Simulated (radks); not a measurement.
# The Coulomb parameter U of the 5d shell of Hf²⁺

The task here is to estimate one member of a computed series from the others.

The numbers are computed with radks (a radial shooting solver on a logarithmic mesh, Libxc functionals) version 1 (scalar-relativistic Kohn-Sham, LDA (Slater exchange, Perdew-Wang correlation), spin-unpolarised, spherical densities, point nucleus), except any that are marked as measured or tabulated.

## The atom as given

* element: hafnium (Z = 72)
* charge: +2
* electrons: 70
* configuration: [Xe] 4f14 5d1 6s1

The outer shells:

Hf²⁺
```
[Xe] core
4f [↑↓][↑↓][↑↓][↑↓][↑↓][↑↓][↑↓]
5d [↑ ][  ][  ][  ][  ]
6s [↑ ]
```

Set-up of the first run:

The run's settings:

```text
Z 72
configuration [Xe] 4f14 5d1 6s1
relativity scalar-relativistic
functional lda,pw
spin unpolarised
nucleus point
c 137.035999084
```

Among the steps run: Start: [Xe] 4f14 5d1 6s1.

One of the session's tables, all rows but one given; the rest of the session is left out.

It belongs to the step «Start: [Xe] 4f14 5d1 6s1». From the orbitals of this run (lengths in bohr):

```
level     <r>  outermost maximum (interpolated)  90 % within  nodes
   4s  0.4685                             0.437        0.673      3
   4p  0.4980                             0.458        0.725      2
   4d       ?                                 ?            ?      ?
   5s   1.131                              1.01         1.63      4
   5p   1.330                              1.16         1.95      3
   4f  0.6745                             0.454         1.14      0
   6s   2.913                              2.62         4.18      5
   5d   2.039                              1.61         3.16      2
```

Estimate the missing values for 4d.

**Answer.** <r>: 0.5355; outermost maximum (interpolated): 0.471; 90 % within: 0.805; nodes: 1. In the column «<r>» it lies between 4p (0.4980) and 4f (0.6745).
